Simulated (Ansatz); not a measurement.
# NbInO4: the cost of one run

Computed with Ansatz 0.2.0, driven from Python. Level of theory: DFT PBEsol, plane waves, PAW.

### Step 1. The system

Symmetry: P2/c, No. 13, monoclinic system. The conventional cell has a = 4.835 Å, b = 5.771 Å, c = 5.144 Å, α = 90.00°, β = 91.13°, γ = 90.00°. Around Nb (site symmetry 2) lie 6 O at 1.88 to 2.15 Å. In (site symmetry 2) is surrounded by 6 O at 2.10 to 2.23 Å. Around O (site symmetry 1) lie 1 Nb at 1.88 Å and 2 In at 2.15 to 2.23 Å. O (site symmetry 1) has 2 Nb at 1.98 to 2.15 Å and 1 In at 2.10 Å in its first shell of neighbours.

The script holds or builds the structure itself.

### Step 2. Script

The input, nbino4.py:

```python
import ansatz as az
import numpy as np

lattice = az.Lattice.of(
    (4.8355, 0.0, 0.0),
    (0.0, 5.7709, 0.0),
    (-0.101445, 0.0, 5.143),
)
sites = [
    ('Nb', (0.0, 0.1779, 0.25)),
    ('Nb', (0.0, 0.8221, 0.75)),
    ('In', (0.5, 0.6825, 0.25)),
    ('In', (0.5, 0.3175, 0.75)),
    ('O', (0.26, 0.618, 0.901)),
    ('O', (0.74, 0.618, 0.599)),
    ('O', (0.74, 0.382, 0.099)),
    ('O', (0.26, 0.382, 0.401)),
    ('O', (0.217, 0.898, 0.438)),
    ('O', (0.783, 0.898, 0.062)),
    ('O', (0.783, 0.102, 0.562)),
    ('O', (0.217, 0.102, 0.938)),
]
crystal = az.Crystal(lattice=lattice)
for symbol, position in sites:
    crystal = crystal.atom(symbol, position)

setup = crystal.calculation()
setup = setup.functional(az.Functional.PBESOL)
setup = setup.basis(17 * az.Ha)
setup = setup.kpoints(6, 4, 4).occupations(az.OccupationsMethod.FIXED)
setup = setup.scf(tolerance=1e-10)
setup = setup.scf(extra_bands=30)
setup = setup.density_of_states(projected=True, method='smearing', broadening_width=0.15, energy_step=0.1)
def show(event):
    row = event['data']
    if event['event'] == 'scf_iter' and row.get('harris_foulkes_ev') is not None:
        print(f'  iteration {row["iter"]:3d}  Harris-Foulkes {row["harris_foulkes_ev"]:.5f} eV  residual {row["dr2_ev"]:.2e}')


out = setup.session().plan().execute(on_event=show)
r = out.report

dos = out.density_of_states()
energy = np.asarray(dos.energies_ev) - dos.fermi_ev
curves = {}
for site in out.projected_density_of_states().sites:
    for shell in site.shells:
        weight = sum(np.sum(curve.g_bin_mean_per_ev, axis=0) for curve in shell.curves)
        name = f'{site.species} {shell.label}'
        curves[name] = curves.get(name, 0) + weight

step = energy[1] - energy[0]
windows = [(-8, -4), (-4, 0), (0, 6)]
print('states by shell in windows of E - E_F (eV):', windows)
for name, g in curves.items():
    print(f'{name:8s}', ' '.join(f'{step * g[(energy >= a) & (energy < b)].sum():8.3f}' for a, b in windows))
filled = (energy < 0) & (energy > -8)
for name, g in curves.items():
    if g[filled].sum() * step > 0.5:
        print(f'centre of {name}: {np.average(energy[filled], weights=g[filled]):.2f} eV')
```

### Step 3. The input behind the calls

The engine receives this input:

```yaml
crystal:
  lattice:
    - [4.8355, 0.0, 0.0]
    - [0.0, 5.7709, 0.0]
    - [-0.101445, 0.0, 5.143]
  atoms:
    - { symbol: Nb, position: [0.0, 0.1779, 0.25] }
    - { symbol: Nb, position: [0.0, 0.8221, 0.75] }
    - { symbol: In, position: [0.5, 0.6825, 0.25] }
    - { symbol: In, position: [0.5, 0.3175, 0.75] }
    - { symbol: O, position: [0.26, 0.618, 0.901] }
    - { symbol: O, position: [0.74, 0.618, 0.599] }
    - { symbol: O, position: [0.74, 0.382, 0.099] }
    - { symbol: O, position: [0.26, 0.382, 0.401] }
    - { symbol: O, position: [0.217, 0.898, 0.438] }
    - { symbol: O, position: [0.783, 0.898, 0.062] }
    - { symbol: O, position: [0.783, 0.102, 0.562] }
    - { symbol: O, position: [0.217, 0.102, 0.938] }
basis:
  ecutwfc: 462.593566181796
kpoints:
  mp_grid:
    grid: [6, 4, 4]
hamiltonian:
  xc: pbesol
scf:
  n_extra_bands: 30
  convergence:
    dr2_threshold: 1.0e-10
  occupations:
    method: fixed
output:
  dos:
    de: 0.1
    method:
      smearing:
        sigma: 0.15
    projected: true
```

### Step 4. Running it

Started as:

```bash
$ python nbino4.py
```

What time and memory should one allow on 1 thread of Arm Neoverse V1, shared host?

About 58 s, with a peak of 0.67 GiB.
